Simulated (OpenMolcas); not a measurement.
# Ta³⁺ among point charges: CASSCF levels and susceptibility

Aim: the splitting of the states of Ta³⁺ in the field of 6 point charges, its lowest levels with spin-orbit coupling and its magnetic susceptibility.

The numbers are computed with OpenMolcas 26.06 (state-averaged CASSCF, spin-orbit coupling by RASSI with atomic mean-field integrals), except any that are marked as measured or tabulated.

1 further run of the same task is left out (it didn't finish).

### 1 The atom as given

| Item | Value |
| --- | --- |
| Species | Ta³⁺ (tantalum, Z = 73, 70 electrons) |
| Basis | ANO-RCC-VDZP [7s6p4d2f1g], 68 functions |
| Scalar Hamiltonian | DKH2, point nucleus |
| Inactive shells | 1s 2s 2p 3s 3p 3d 4s 4p 4d 4f 5s 5p |
| Active space | 2 electrons in 5 orbitals (5d) |
| Some configurations of this space | 5d2 |
| Orbitals | optimised for each spin and parity, averaged over all roots |

Outer shells as boxes (Hund's rule):

5d2
```
5d [↑ ][↑ ][  ][  ][  ]
```

The ion sits among 6 point charges of -1.7 e arranged as a trigonal prism (D3h), 1.9 Å from the ion, with a polar angle of 46.6° against the regular 49.1°. The active orbitals were held to one l.

Each step is its own input file, run in one work folder so that later steps find the files of earlier ones. Labels, J, g values, rates, χT and fits are worked out afterwards by a script from the matrices that RASSI stores.

### 2 Basis and integrals

a.inp reads:

```
&GATEWAY
Coord
1

Ta 0.0 0.0 0.0
Basis=ANO-RCC-VDZP
Group=NoSym
NoMove
AngMom=0.0 0.0 0.0
AMFI
XField
6 Angstrom 0
1.381517 0.000000 1.304382 -1.700000
-0.690758 1.196429 1.304382 -1.700000
-0.690758 -1.196429 1.304382 -1.700000
1.381517 0.000000 -1.304382 -1.700000
-0.690758 1.196429 -1.304382 -1.700000
-0.690758 -1.196429 -1.304382 -1.700000
&SEWARD
```

On the command line:

```sh
OMP_NUM_THREADS=1 MOLCAS_MEM=1689 MOLCAS_PROJECT=a pymolcas a.inp > a.log
```

Standard output:

```text
Basis set label: TA.ANO-RCC...7S6P4D2F1G.

      Electronic valence basis set:
      ------------------
      Associated Effective Charge  73.000000 au
      Associated Actual Charge     73.000000 au
      Nuclear Model: Point charge

      Shell  nPrim  nBasis  Cartesian Spherical Contaminant
         s      24       7        X
         p      21       6        X
         d      15       4                 X
         f      11       2                 X
         g       4       1                 X
                  Relativistic Douglas-Kroll-Hess integrals:
                    - DKH order of Hamiltonian: 2
                    - DKH order of Properties : 0
                  Atomic mean-field integrals
```

### 3 CASSCF: triplets, 10 roots

a.inp reads:

```
&RASSCF
FileOrb=start.orb
Symmetry=1
Spin=3
nActEl=2 0 0
Inactive=34
Ras2=5
CIRoot=10 10 1
SDav=10
CIMx=300
Iter=120 100
PrWF=0.3
OrbListing=Nothing
MaxOrb=0
SupSym
1
20 10 11 12 13 14 19 20 21 22 23 35 36 37 38 39 48 49 50 51 52
>>> COPY $Project.JobIph JOB001
```

start.orb holds the contracted functions of the basis, ordered by shell, or the orbitals of the step before.

Standard output:

```text
Wave function specifications:
      -----------------------------

      Number of closed shell electrons          68
      Number of electrons in active shells       2
      Max number of holes in RAS1 space          0
      Max nr of electrons in RAS3 space          0
      Number of inactive orbitals               34
      Number of active orbitals                  5
      Number of secondary orbitals              29
      Spin quantum number                      1.0
      State symmetry                             1
Orbital specifications:
      -----------------------

      Symmetry species                           1
                                                 a
      Frozen orbitals                            0
      Inactive orbitals                         34
      Active orbitals                            5
      RAS1 orbitals                              0
      RAS2 orbitals                              5
      RAS3 orbitals                              0
      Secondary orbitals                        29
      Deleted orbitals                           0
      Number of basis functions                 68
      Number of CSFs                            10
      Number of root(s) required                10
      Iter CI   SX   CI       RASSCF       Energy    max ROT     max BLB   max BLB  Level Ln srch  Step   QN
          iter iter root      energy       change     param      element    value   shift minimum  type update
 Nr of preliminary CI iterations:   1
      Total energies have been shifted. Add               -15000.00 au
        1   1    7    0  -596.81620950    0.00E+00   1.52E-01*  34  44 1  1.56E-01*  0.00   0.00    SX    NO
        2   1    7    0  -596.83940042   -2.32E-02*  4.63E-02   24  53 1 -1.31E-01*  0.00   0.00    SX    NO
        3   1    7    0  -596.83854562    8.55E-04*  3.41E-02   26  55 1  1.39E-01*  0.00   0.00    SX    NO
        4   1    7    0  -596.83768730    8.58E-04*  3.49E-02   24  53 1 -1.44E-01*  0.00   0.00    SX    NO
        5   1    7    0  -596.83632358    1.36E-03*  2.27E-02   24  53 1  1.55E-01*  0.00   0.49    SX   YES
        6   1    6    0  -596.84752489   -1.12E-02*  4.96E-03   30  59 1 -4.18E-02*  0.00   0.79    QN   YES
        7   1    4    0  -596.84841990   -8.95E-04* -2.05E-04   32  45 1  2.39E-04*  0.00   1.00    QN   YES
        8   1    4    0  -596.84841999   -8.81E-08*  1.06E-05   32  45 1  4.61E-05   0.00   1.01    QN   YES
        9   1    3    0  -596.84841999   -1.59E-09  -1.32E-06   19  35 1 -2.79E-06   0.00   1.02    QN   YES
      Convergence after  9 iterations
       10   1    3    0  -596.84841999   -1.64E-11  -1.32E-06   19  35 1 -2.42E-07   0.00   1.02    QN   YES
      Natural orbitals and occupation numbers for root  1
      sym 1:   0.994391   0.005609   0.005609  -0.000000   0.994391
      Natural orbitals and occupation numbers for root  2
      sym 1:   1.000000   0.000000   1.000000   0.000000   0.000000
      Natural orbitals and occupation numbers for root  3
      sym 1:   0.000000   0.000000   1.000000   0.000000   1.000000
::    RASSCF root number  1 Total energy: -15596.95588254
::    RASSCF root number  2 Total energy: -15596.92486607
::    RASSCF root number  3 Total energy: -15596.92486602
::    RASSCF root number  4 Total energy: -15596.86201104
::    RASSCF root number  5 Total energy: -15596.86201104
::    RASSCF root number  6 Total energy: -15596.85049569
::    RASSCF root number  7 Total energy: -15596.85049568
::    RASSCF root number  8 Total energy: -15596.76571538
::    RASSCF root number  9 Total energy: -15596.76571523
::    RASSCF root number 10 Total energy: -15596.72214121
```

### 4 CASSCF: singlets, 15 roots

a.inp reads:

```
&RASSCF
FileOrb=start.orb
Symmetry=1
Spin=1
nActEl=2 0 0
Inactive=34
Ras2=5
CIRoot=15 15 1
SDav=15
CIMx=300
Iter=120 100
PrWF=0.3
OrbListing=Nothing
MaxOrb=0
SupSym
1
20 10 11 12 13 14 19 20 21 22 23 35 36 37 38 39 48 49 50 51 52
>>> COPY $Project.JobIph JOB002
```

Standard output:

```text
Wave function specifications:
      -----------------------------

      Number of closed shell electrons          68
      Number of electrons in active shells       2
      Max number of holes in RAS1 space          0
      Max nr of electrons in RAS3 space          0
      Number of inactive orbitals               34
      Number of active orbitals                  5
      Number of secondary orbitals              29
      Spin quantum number                      0.0
      State symmetry                             1
Orbital specifications:
      -----------------------

      Symmetry species                           1
                                                 a
      Frozen orbitals                            0
      Inactive orbitals                         34
      Active orbitals                            5
      RAS1 orbitals                              0
      RAS2 orbitals                              5
      RAS3 orbitals                              0
      Secondary orbitals                        29
      Deleted orbitals                           0
      Number of basis functions                 68
      Number of CSFs                            15
      Number of root(s) required                15
      Iter CI   SX   CI       RASSCF       Energy    max ROT     max BLB   max BLB  Level Ln srch  Step   QN
          iter iter root      energy       change     param      element    value   shift minimum  type update
 Nr of preliminary CI iterations:   1
      Total energies have been shifted. Add               -15000.00 au
        1   1    4    0  -596.80415189    0.00E+00  -1.42E-02   36  49 1 -4.98E-03*  0.00   0.00    SX    NO
        2   1    6    0  -596.80441469   -2.63E-04*  3.18E-03   34  47 1 -4.71E-03*  0.00   0.00    SX    NO
        3   1    6    0  -596.80441994   -5.25E-06*  1.81E-03   24  53 1 -5.49E-03*  0.00   0.00    SX    NO
        4   1    6    0  -596.80441799    1.95E-06*  1.52E-03   24  53 1  5.92E-03*  0.00   0.00    SX    NO
        5   1    6    0  -596.80441556    2.43E-06*  1.09E-03   24  53 1 -6.33E-03*  0.00   0.48    SX   YES
        6   1    5    0  -596.80443225   -1.67E-05*  3.26E-04   24  53 1  2.78E-03*  0.00   0.70    QN   YES
        7   1    3    0  -596.80443621   -3.96E-06*  1.55E-06   27  58 1  5.62E-06   0.00   1.00    QN   YES
        8   1    2    0  -596.80443621   -1.64E-11   1.82E-07   16  45 1  1.42E-07   0.00   0.99    QN   YES
      Convergence after  8 iterations
        9   1    2    0  -596.80443621    0.00E+00   1.82E-07   24  53 1 -3.59E-08   0.00   0.99    QN   YES
      Natural orbitals and occupation numbers for root  1
      sym 1:   1.000007   0.000000   0.000000   0.000000   0.999993
      Natural orbitals and occupation numbers for root  2
      sym 1:   1.000008   0.000000   0.000000   0.000000   0.999992
      Natural orbitals and occupation numbers for root  3
      sym 1:   0.939306   0.014373   0.092620   0.014373   0.939328
::    RASSCF root number  1 Total energy: -15596.93283127
::    RASSCF root number  2 Total energy: -15596.93283127
::    RASSCF root number  3 Total energy: -15596.92314874
::    RASSCF root number  4 Total energy: -15596.88081947
::    RASSCF root number  5 Total energy: -15596.88081941
::    RASSCF root number  6 Total energy: -15596.82227742
::    RASSCF root number  7 Total energy: -15596.82227741
::    RASSCF root number  8 Total energy: -15596.80437359
::    RASSCF root number  9 Total energy: -15596.80437359
::    RASSCF root number 10 Total energy: -15596.79187441
::    RASSCF root number 11 Total energy: -15596.74197845
::    RASSCF root number 12 Total energy: -15596.74197830
::    RASSCF root number 13 Total energy: -15596.67969107
::    RASSCF root number 14 Total energy: -15596.67969107
::    RASSCF root number 15 Total energy: -15596.62757767
```

### 5 State interaction with spin-orbit coupling

a.inp reads:

```
&RASSI
NrOfJobIphs=2 10 15
1 2 3 4 5 6 7 8 9 10
1 2 3 4 5 6 7 8 9 10 11 12 13 14 15
IphNames
JOB001
JOB002
EJob
SpinOrbit
DIPRint=1.0
SOCoupling=1000.0
Subsets=2
Property=9
'ANGMOM' 1 'ANGMOM' 2 'ANGMOM' 3 'MLTPL  1' 1 'MLTPL  1' 2 'MLTPL  1' 3
'AMFI' 1 'AMFI' 2 'AMFI' 3
SOProperty=3
'ANGMOM' 1 'ANGMOM' 2 'ANGMOM' 3
```

Standard output:

```text
SPIN-FREE ENERGIES:
  (Shifted by EMIN (a.u.) =     -15596.9558825433)

 SF State       Relative EMIN(au)   Rel lowest level(eV)    D:o, cm**(-1)      L_eff

     1             0.0000000000        0.0000000000              0.0000         1.7
    11             0.0230512735        0.6272571072           5059.1698         4.0
    12             0.0230512735        0.6272571072           5059.1698         4.0
     2             0.0310164721        0.8440012021           6807.3288         3.0
     3             0.0310165259        0.8440026652           6807.3406         3.0
    13             0.0327338020        0.8907321298           7184.2391         1.8
    14             0.0750630778        2.0425704041          16474.4413         2.9
    15             0.0750631330        2.0425719056          16474.4534         2.9
     4             0.0938715054        2.5543737905          20602.4140         3.0
     5             0.0938715054        2.5543737905          20602.4140         3.0
     6             0.1053868557        2.8677224360          23129.7413         2.7
     7             0.1053868640        2.8677226614          23129.7431         2.7
    16             0.1336051258        3.6355806817          29322.9357         2.2
    17             0.1336051310        3.6355808240          29322.9369         2.2
    18             0.1515089553        4.1227687014          33252.3721         4.0
    19             0.1515089553        4.1227687014          33252.3721         4.0
    20             0.1640081285        4.4628885312          35995.6235         3.4
     8             0.1901671620        5.1747120969          41736.8678         1.5
     9             0.1901673136        5.1747162221          41736.9011         1.5
    21             0.2139040976        5.8206270193          46946.5230         3.8
    22             0.2139042473        5.8206310920          46946.5558         3.8
    10             0.2337413353        6.3604257566          51300.2934         2.6
    23             0.2761914695        7.5155527536          60617.0209         3.3
    24             0.2761914695        7.5155527536          60617.0209         3.3
    25             0.3283048732        8.9336307112          72054.5910         2.0
     Dipole printing threshold changed to   1.00000000E+00

++ Dipole transition strengths (spin-free states):
   -----------------------------------------------
     for osc. strength at least  1.00000000E+00

  ( Max oscillator strength is only    5.3747862075381671E-044 )
--
Eigenvalues of complex Hamiltonian:
   -----------------------------------
  (Shifted by EMIN (a.u.) =     -15596.9558825433)

 SO State       Relative EMIN(au)   Rel lowest level(eV)    D:o, cm**(-1)     J-value

     1            -0.0085037105        0.0000000000              0.0000         1.9
     2            -0.0007941684        0.2097873280           1692.0489         1.8
     3            -0.0007941672        0.2097873586           1692.0492         1.8
     4             0.0196986025        0.7674240301           6189.6922         2.3
     5             0.0196986039        0.7674240700           6189.6926         2.3
     6             0.0218902712        0.8270623734           6670.7079         1.5
     7             0.0218902712        0.8270623734           6670.7079         1.5
     8             0.0259809026        0.9383741250           7568.4977         2.2
     9             0.0259809514        0.9383754533           7568.5084         2.2
    10             0.0374081168        1.2493244644          10076.4814         2.3
    11             0.0374081168        1.2493244644          10076.4814         2.3
    12             0.0390097622        1.2929074575          10428.0019         1.9
    13             0.0689604540        2.1079072990          17001.4189         2.2
    14             0.0689604967        2.1079084617          17001.4283         2.2
    15             0.0858522842        2.5675574140          20708.7471         2.0
    16             0.0858522871        2.5675574951          20708.7478         2.0
    17             0.0951247837        2.8198749794          22743.8255         2.0
    18             0.0951247837        2.8198749794          22743.8255         2.0
    19             0.1013211680        2.9884871870          24103.7747         2.9
    20             0.1013211752        2.9884873840          24103.7763         2.9
    21             0.1026885777        3.0256962998          24403.8864         2.7
    22             0.1031044247        3.0370120734          24495.1543         2.7
    23             0.1096683189        3.2156247350          25935.7626         1.6
    24             0.1096683189        3.2156247350          25935.7626         1.6
    25             0.1111606121        3.2562321022          26263.2831         2.9
    26             0.1111606163        3.2562322156          26263.2840         2.9
    27             0.1393537944        4.0234076752          32450.9714         2.2
    28             0.1393537999        4.0234078228          32450.9726         2.2
    29             0.1523970417        4.3783325155          35313.6333         2.8
    30             0.1523970417        4.3783325155          35313.6333         2.8
    31             0.1562044212        4.4819365896          36149.2565         2.8
    32             0.1843325374        5.2473416235          42322.6644         1.4
    33             0.1877163406        5.3394195972          43065.3234         2.1
    34             0.1887210765        5.3667598557          43285.8374         1.7
    35             0.1887212158        5.3667636454          43285.8680         1.7
    36             0.1951843268        5.5426338549          44704.3569         1.6
    37             0.1951843271        5.5426338626          44704.3569         1.6
    38             0.2114933589        5.9864252284          48283.7757         3.6
    39             0.2114934866        5.9864287015          48283.8037         3.6
    40             0.2363821320        6.6636832465          53746.2300         3.2
    41             0.2394942715        6.7483688742          54429.2657         3.0
Weights of the five most important spin-orbit-free states for each spin-orbit state.

 SO State  Total energy (au)           Spin-free states, spin, and weights
 -------------------------------------------------------------------------------------------------------
    1        -0.008504       1 1.0  0.8327   13 0.0  0.1518    6 1.0  0.0076    7 1.0  0.0076   20 0.0  0.0002
    2        -0.000794       1 1.0  0.9935    6 1.0  0.0046   17 0.0  0.0016    3 1.0  0.0001    2 1.0  0.0001
    3        -0.000794       1 1.0  0.9935    7 1.0  0.0046   16 0.0  0.0016    2 1.0  0.0001    3 1.0  0.0001
    4         0.019699       2 1.0  0.4844    3 1.0  0.4844    7 1.0  0.0190   16 0.0  0.0101   22 0.0  0.0009
    5         0.019699       2 1.0  0.4844    3 1.0  0.4844    6 1.0  0.0190   17 0.0  0.0101   21 0.0  0.0009
    6         0.021890      12 0.0  0.9868    4 1.0  0.0066    5 1.0  0.0066   11 0.0  0.0000   13 0.0  0.0000
    7         0.021890      11 0.0  0.9868    5 1.0  0.0066    4 1.0  0.0066   12 0.0  0.0000   13 0.0  0.0000
    8         0.025981       2 1.0  0.9088   15 0.0  0.0377    5 1.0  0.0201    4 1.0  0.0201    7 1.0  0.0060
    9         0.025981       3 1.0  0.9088   14 0.0  0.0377    4 1.0  0.0201    5 1.0  0.0201    6 1.0  0.0060
   10         0.037408       3 1.0  0.4849    2 1.0  0.4849    4 1.0  0.0246   19 0.0  0.0030   18 0.0  0.0025
   11         0.037408       3 1.0  0.4849    2 1.0  0.4849    5 1.0  0.0246   18 0.0  0.0030   19 0.0  0.0025
   12         0.039010      13 0.0  0.8341    1 1.0  0.1595    6 1.0  0.0027    7 1.0  0.0027    9 1.0  0.0004
```

Time for these steps: 4.7 s (1 thread, shared host).

States without spin-orbit coupling:

```tsv
state	degeneracy	E (cm-1)	free-ion L (%)
3A2	1	0	P (74)
1E	2	5059	G (100)
3E	2	6807	F (100)
1A1	1	7184	D (80)
1E	2	16474	D (62)
triplet	2	20602	F (100)
3E	2	23130	F (84)
1E	2	29323	D (91)
singlet	2	33252	G (100)
1A1	1	35996	G (71)
3E	2	41737	P (84)
1E	2	46947	G (91)
3A2	1	51300	F (74)
1E	2	60617	G (62)
1A1	1	72055	S (61)
```

With spin-orbit coupling:

```csv
E (cm-1),Degeneracy,Label,2S+1,g
0.0,1,A1,3,
1692,2,E,3,0.00 0.00 3.99
6190,2,E,3,0.00 0.00 0.06
6671,2,E,1,0.00 0.00 8.03
7569,2,E,3,0.00 0.00 3.95
10076,2,,3,0.00 0.00 7.94
10428,1,A1,1,
17001,2,E,1,0.00 0.00 3.53
20709,2,E,3,0.00 0.00 2.68
22744,2,,3,0.00 0.00 6.05
24104,2,E,3,0.00 0.00 1.96
24404,1,A2,3,
24495,1,A1,3,
25936,2,E,3,0.00 0.00 9.98
26263,2,E,3,0.00 0.00 5.86
32451,2,E,1,0.00 0.00 2.01
35314,2,,1,0.00 0.00 6.01
36149,1,A1,1,
42323,1,A2,3,
43065,1,A1,3,
43286,2,E,3,0.00 0.00 2.03
44704,2,E,3,0.00 0.00 5.95
48284,2,E,1,0.00 0.00 2.27
53746,1,A1,3,
```

Labels of spin-orbit levels are those of the rotation subgroup (D3 for D3h). Principal g values are given for doublets only; a zero marks a field direction without first-order Zeeman splitting.

Powder χT (cm³ K/mol): 0.00 at 2 K, 0.00 at 5 K, 0.01 at 10 K, 0.01 at 20 K, 0.03 at 50 K, 0.06 at 100 K, 0.09 at 150 K, 0.12 at 200 K, 0.15 at 250 K, 0.18 at 300 K.

Orbitals of the lowest block (energies include the constant potential of the surroundings):

```tsv
shell	space	energy (hartree)	mean occupation	⟨r²⟩ (bohr²)
1s	inactive	-2484.1046	2.000	0.000446
2s	inactive	-430.7261	2.000	0.00729
2p	inactive	-378.6318	6.000	0.00601
3s	inactive	-99.5674	2.000	0.0477
3p	inactive	-83.6848	6.000	0.0483
3d	inactive	-64.4226	10.000	0.0404
4s	inactive	-20.0671	2.000	0.238
4p	inactive	-14.7332	6.000	0.270
4d	inactive	-7.6343	10.000	0.318
4f	inactive	0.2597	14.000	0.493
5s	inactive	-1.4336	2.000	1.39
5p	inactive	-0.0020	6.000	1.86
5d	RAS2		2.000	5.06
```

### 6 Results

| quantity | value |
| --- | --- |
| method | CASSCF |
| spin-free ground state | 3A2, 1-fold in its orbital part |
| first state of the same spin within the active space | 3E at 6810 cm⁻¹ |
| lowest level | 1-fold A1 |
| next level | 1692.0 cm⁻¹ |
| χT at 300 K | 0.18 cm³ K/mol |
| effective moment at 300 K | 1.18 μB |

The spin-free ground state (3A2) comes to 74 % from free-ion P terms and keeps the highest spin of the shell. χT at 300 K is 0.18, against 1.00 cm³ K/mol for the spin alone, so spin-orbit coupling lowers it. The field of point charges can differ much from that of real complexes. Point charges carry no covalency, so the field is a model and not that of real ligands.
